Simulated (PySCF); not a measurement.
# C3H8BPSi: magnetic properties

What do calculations give for the magnetic properties of C3H8BPSi (`B[C@@H](C#C)[SiH2]P`)?

Computed with PySCF 2.14.0 and routines of our own; the level stands in each step. Atoms count from 0.

## 1. The system as given

14 atoms, charge 0, multiplicity 1; geometry from: GFN2-xTB.

## 2. Magnetic properties: GIAO B97-2/pcSseg-1

The job: settings as JSON, then the geometry in Å.

```
{"job": {"kind": "mag", "xc": "B97-2", "basis": "pcSseg-1", "isotopologues": 2}, "charge": 0, "multiplicity": 1}
B     -1.495784    -1.019709     0.790277
C     -1.000072    -0.203688    -0.430421
C     -0.932435     1.224246    -0.259434
C     -0.855631     2.410271    -0.103831
Si     0.816986    -0.822140    -0.736556
P      2.064379    -0.348585     1.057935
H     -1.405065    -0.583539     1.872107
H     -1.930036    -2.092864     0.619197
H     -1.533541    -0.429480    -1.356755
H     -0.825762     3.450008     0.031015
H      0.842529    -2.274836    -0.944129
H      1.254216    -0.164326    -1.978977
H      1.760784     1.001840     1.065931
H      3.238755    -0.147671     0.351475
```

Method: GIAO B97-2/pcSseg-1 magnetisability, rotational g tensor and spin-rotation constants, non-relativistic, gas phase.

Run with:

```
$ OMP_NUM_THREADS=1 python excited_run.py task.json out
```

One launch serves the whole session: the jobs run in the order shown.

Output:

```text
coarse grid: 12552 points
cycle   1  E = -774.6086228049  dE =  4.388e-01  |g| = 3.749e-01  |ddm| = 3.497e+00
cycle   2  E = -774.6131396675  dE = -4.517e-03  |g| = 3.517e-01  |ddm| = 9.356e-01
cycle   3  E = -774.6481857708  dE = -3.505e-02  |g| = 4.677e-02  |ddm| = 4.884e-01
cycle   4  E = -774.6484327453  dE = -2.470e-04  |g| = 4.085e-02  |ddm| = 8.027e-02
cycle   5  E = -774.6488509938  dE = -4.182e-04  |g| = 8.429e-03  |ddm| = 3.434e-02
cycle   6  E = -774.6488694785  dE = -1.848e-05  |g| = 1.733e-03  |ddm| = 1.192e-02
cycle   7  E = -774.6488703609  dE = -8.824e-07  |g| = 2.434e-04  |ddm| = 2.529e-03
final grid: 111664 points
cycle   8  E = -774.6745128639  dE = -4.402e-05  |g| = 3.688e-03  |ddm| = 4.405e-02
cycle   9  E = -774.6745135025  dE = -6.386e-07  |g| = 2.189e-03  |ddm| = 4.926e-03
cycle  10  E = -774.6745146424  dE = -1.140e-06  |g| = 6.856e-04  |ddm| = 3.186e-03
cycle  11  E = -774.6745147607  dE = -1.183e-07  |g| = 2.484e-04  |ddm| = 9.249e-04
cycle  12  E = -774.6745147752  dE = -1.454e-08  |g| = 7.750e-05  |ddm| = 2.298e-04
cycle  13  E = -774.6745147766  dE = -1.376e-09  |g| = 2.121e-05  |ddm| = 8.040e-05
cycle  14  E = -774.6745147767  dE = -1.119e-10  |g| = 2.774e-06  |ddm| = 2.310e-05
converged SCF energy = -774.6745147767

Magnetisability tensor (1e-30 J/T^2)
    -1350.11       78.88      -19.07
       78.88    -1239.14       -7.23
      -19.07       -7.23    -1144.53
isotropic -1244.59   principal values   -1391.81  -1202.13  -1139.83
isotropic susceptibility -74.951 1e-6 cm^3/mol

Inertial axes            a          b          c
rot. const./GHz      2.8597     1.5948     1.3464
chi total           -83.464    -72.404    -68.985
chi diamagnetic    -541.225   -830.629   -970.055
chi paramagnetic    457.760    758.225    901.069
quadrupole/D A       -0.639      5.383     -4.744
g nuclear            0.5999     0.5487     0.5552
g electronic        -0.6150    -0.5681    -0.5700
g total             -0.0151    -0.0194    -0.0147

Spin-rotation constants (kHz, H = +C I.J)
atom  isotope        aa         bb         cc
  0    11B        0.430      0.759      0.577
  5    31P        2.045      1.480      1.154
  6     1H       -0.294     -0.038      0.068
  7     1H       -0.292      0.179     -0.117
  8     1H       -0.186     -0.117     -0.047
  9     1H       -0.263     -0.004     -0.157
 10     1H       -0.190      0.028     -0.127
 11     1H       -0.251     -0.121      0.040
 12     1H       -0.193     -0.029     -0.154
 13     1H       -0.206     -0.153     -0.066
  1    13C*       0.348      0.295      0.227
  2    13C*       0.943      0.074      0.489
  3    13C*       0.771      0.151      0.419
  4   29Si*      -1.539     -0.932     -0.782
* in the singly substituted isotopologue

Isotopologues: g along a, b, c
2H    at 6,7,8,9,10,11,    -0.0124    -0.0174    -0.0132
10B   at 0                 -0.0155    -0.0196    -0.0148
```

Wall time 35 s (1 thread of Arm Neoverse N1, shared host); peak memory 0.92 GiB.

From this job:

```tsv
quantity	value
magnetisability	-1245·10⁻³⁰ J/T²
molar susceptibility	-75.0·10⁻⁶ cm³/mol
rotational g (a, b, c)	-0.0151, -0.0194, -0.0147
```

## 3. Magnetic properties: GIAO PBE0/6-31G*

Settings changed since step 2:

```diff
@@ -1,2 +1,2 @@
-{"job": {"kind": "mag", "xc": "B97-2", "basis": "pcSseg-1", "isotopologues": 2}, "charge": 0, "multiplicity": 1}
+{"job": {"kind": "mag", "xc": "PBE0", "basis": "6-31G*"}, "charge": 0, "multiplicity": 1}
 B     -1.495784    -1.019709     0.790277
```

With the program's defaults for keys left out, this is: GIAO PBE0/6-31G* magnetisability, rotational g tensor and spin-rotation constants, non-relativistic, gas phase.

Output:

```text
coarse grid: 12552 points
cycle   1  E = -774.2729585403  dE =  4.773e-01  |g| = 3.680e-01  |ddm| = 3.572e+00
cycle   2  E = -774.2820303202  dE = -9.072e-03  |g| = 3.186e-01  |ddm| = 8.801e-01
cycle   3  E = -774.3129197064  dE = -3.089e-02  |g| = 4.904e-02  |ddm| = 4.624e-01
cycle   4  E = -774.3132145805  dE = -2.949e-04  |g| = 4.220e-02  |ddm| = 8.308e-02
cycle   5  E = -774.3136608436  dE = -4.463e-04  |g| = 7.577e-03  |ddm| = 4.042e-02
cycle   6  E = -774.3136768603  dE = -1.602e-05  |g| = 1.494e-03  |ddm| = 1.168e-02
cycle   7  E = -774.3136774994  dE = -6.391e-07  |g| = 2.851e-04  |ddm| = 1.953e-03
final grid: 111664 points
cycle   8  E = -774.2494750069  dE = -1.972e-05  |g| = 5.085e-03  |ddm| = 2.150e-02
cycle   9  E = -774.2494727096  dE =  2.297e-06  |g| = 5.994e-03  |ddm| = 1.320e-02
cycle  10  E = -774.2494824559  dE = -9.746e-06  |g| = 1.787e-03  |ddm| = 7.440e-03
cycle  11  E = -774.2494832693  dE = -8.133e-07  |g| = 2.367e-04  |ddm| = 1.650e-03
cycle  12  E = -774.2494832834  dE = -1.407e-08  |g| = 6.354e-05  |ddm| = 2.634e-04
cycle  13  E = -774.2494832844  dE = -1.038e-09  |g| = 1.124e-05  |ddm| = 7.756e-05
cycle  14  E = -774.2494832844  dE = -3.683e-11  |g| = 3.663e-06  |ddm| = 2.334e-05
converged SCF energy = -774.2494832844

Magnetisability tensor (1e-30 J/T^2)
    -1344.71       81.65      -18.05
       81.65    -1223.53       -6.11
      -18.05       -6.11    -1131.48
isotropic -1233.24   principal values   -1386.50  -1185.78  -1127.44
isotropic susceptibility -74.267 1e-6 cm^3/mol

Inertial axes            a          b          c
rot. const./GHz      2.8597     1.5948     1.3464
chi total           -83.115    -71.414    -68.273
chi diamagnetic    -539.417   -828.469   -967.829
chi paramagnetic    456.301    757.055    899.557
quadrupole/D A       -0.203      5.221     -5.017
g nuclear            0.5999     0.5487     0.5552
g electronic        -0.6130    -0.5672    -0.5690
g total             -0.0132    -0.0185    -0.0138

Spin-rotation constants (kHz, H = +C I.J)
atom  isotope        aa         bb         cc
  0    11B        0.385      0.705      0.540
  5    31P        1.864      1.383      1.073
  6     1H       -0.296     -0.033      0.067
  7     1H       -0.297      0.178     -0.115
  8     1H       -0.198     -0.123     -0.052
  9     1H       -0.279     -0.006     -0.166
 10     1H       -0.196      0.025     -0.129
 11     1H       -0.258     -0.125      0.037
 12     1H       -0.203     -0.036     -0.159
 13     1H       -0.222     -0.159     -0.068
  1    13C*       0.306      0.269      0.205
  2    13C*       0.822      0.066      0.429
  3    13C*       0.683      0.137      0.370
  4   29Si*      -1.431     -0.853     -0.717
* in the singly substituted isotopologue
```

It took 22 s on 1 thread of Arm Neoverse N1, shared host; peak memory 0.54 GiB.

In short:

```tsv
quantity	value
magnetisability	-1233·10⁻³⁰ J/T²
molar susceptibility	-74.3·10⁻⁶ cm³/mol
rotational g (a, b, c)	-0.0132, -0.0185, -0.0138
```

## 4. Magnetic properties: GIAO X3LYP/6-31G

Settings changed since step 3:

```diff
@@ -1,2 +1,2 @@
-{"job": {"kind": "mag", "xc": "PBE0", "basis": "6-31G*"}, "charge": 0, "multiplicity": 1}
+{"job": {"kind": "mag", "xc": "X3LYP", "basis": "6-31G", "scf": {"aux": "def2-qzvpp-jkfit"}}, "charge": 0, "multiplicity": 1}
 B     -1.495784    -1.019709     0.790277
```

Method: GIAO X3LYP/6-31G magnetisability, rotational g tensor and spin-rotation constants, non-relativistic, gas phase.

Output:

```text
final grid: 111664 points
cycle   1  E = -774.4234241914  dE =  5.498e-01  |g| = 3.560e-01  |ddm| = 3.681e+00
cycle   2  E = -774.4253129321  dE = -1.889e-03  |g| = 3.557e-01  |ddm| = 1.079e+00
cycle   3  E = -774.4658317197  dE = -4.052e-02  |g| = 7.871e-02  |ddm| = 5.686e-01
cycle   4  E = -774.4670178911  dE = -1.186e-03  |g| = 4.416e-02  |ddm| = 1.170e-01
cycle   5  E = -774.4675110817  dE = -4.932e-04  |g| = 7.258e-03  |ddm| = 5.474e-02
cycle   6  E = -774.4675256549  dE = -1.457e-05  |g| = 1.588e-03  |ddm| = 1.029e-02
cycle   7  E = -774.4675264107  dE = -7.558e-07  |g| = 3.315e-04  |ddm| = 3.381e-03
cycle   8  E = -774.4675264577  dE = -4.697e-08  |g| = 6.199e-05  |ddm| = 8.211e-04
cycle   9  E = -774.4675264591  dE = -1.412e-09  |g| = 1.540e-05  |ddm| = 1.489e-04
cycle  10  E = -774.4675264592  dE = -9.686e-11  |g| = 4.030e-06  |ddm| = 4.028e-05
converged SCF energy = -774.4675264592

Magnetisability tensor (1e-30 J/T^2)
    -1429.39       83.69      -17.62
       83.69    -1284.50       -8.93
      -17.62       -8.93    -1208.36
isotropic -1307.42   principal values   -1468.23  -1251.68  -1202.35
isotropic susceptibility -78.735 1e-6 cm^3/mol

Inertial axes            a          b          c
rot. const./GHz      2.8597     1.5948     1.3464
chi total           -87.960    -75.345    -72.898
chi diamagnetic    -541.318   -830.664   -969.943
chi paramagnetic    453.358    755.319    897.045
quadrupole/D A       -0.490      5.433     -4.943
g nuclear            0.5999     0.5487     0.5552
g electronic        -0.6091    -0.5659    -0.5674
g total             -0.0092    -0.0172    -0.0122

Spin-rotation constants (kHz, H = +C I.J)
atom  isotope        aa         bb         cc
  0    11B        0.374      0.697      0.533
  5    31P        1.731      1.339      0.995
  6     1H       -0.309     -0.033      0.068
  7     1H       -0.311      0.181     -0.115
  8     1H       -0.218     -0.124     -0.057
  9     1H       -0.291     -0.009     -0.171
 10     1H       -0.223      0.011     -0.141
 11     1H       -0.286     -0.137      0.024
 12     1H       -0.224     -0.051     -0.171
 13     1H       -0.239     -0.175     -0.081
  1    13C*       0.302      0.266      0.202
  2    13C*       0.830      0.065      0.435
  3    13C*       0.670      0.132      0.362
  4   29Si*      -1.324     -0.816     -0.684
* in the singly substituted isotopologue
```

It took 16 s on 1 thread of Arm Neoverse N1, shared host; peak memory 0.53 GiB.

From this job:

```tsv
quantity	value
magnetisability	-1307·10⁻³⁰ J/T²
molar susceptibility	-78.7·10⁻⁶ cm³/mol
rotational g (a, b, c)	-0.0092, -0.0172, -0.0122
```

## 5. The levels compared

```tsv
level	ξ (10⁻³⁰ J/T²)	g(a)	g(b)	gap (eV)	functions	time
GIAO B97-2/pcSseg-1	-1245	-0.0151	-0.0194	5.57	156	35 s
GIAO PBE0/6-31G*	-1233	-0.0132	-0.0185	5.84	108	22 s
GIAO X3LYP/6-31G	-1307	-0.0092	-0.0172	5.67	78	16 s
```

## 6. Summary of results

| quantity | value |
| --- | --- |
| magnetisability (step 2, GIAO B97-2/pcSseg-1) | -1245·10⁻³⁰ J/T² |
| molar susceptibility (step 2, GIAO B97-2/pcSseg-1) | -75.0·10⁻⁶ cm³/mol |
| rotational g (a, b, c) (step 2, GIAO B97-2/pcSseg-1) | -0.0151, -0.0194, -0.0147 |
| magnetisability over the levels | -1307 to -1233·10⁻³⁰ J/T² |

What this shows: The magnetisability spreads by 5.9 % over 3 levels, from GIAO X3LYP/6-31G (16 s) to GIAO PBE0/6-31G* (22 s); the runs took 16 s to 35 s. Vibrational averaging and real surroundings are missing from these values.
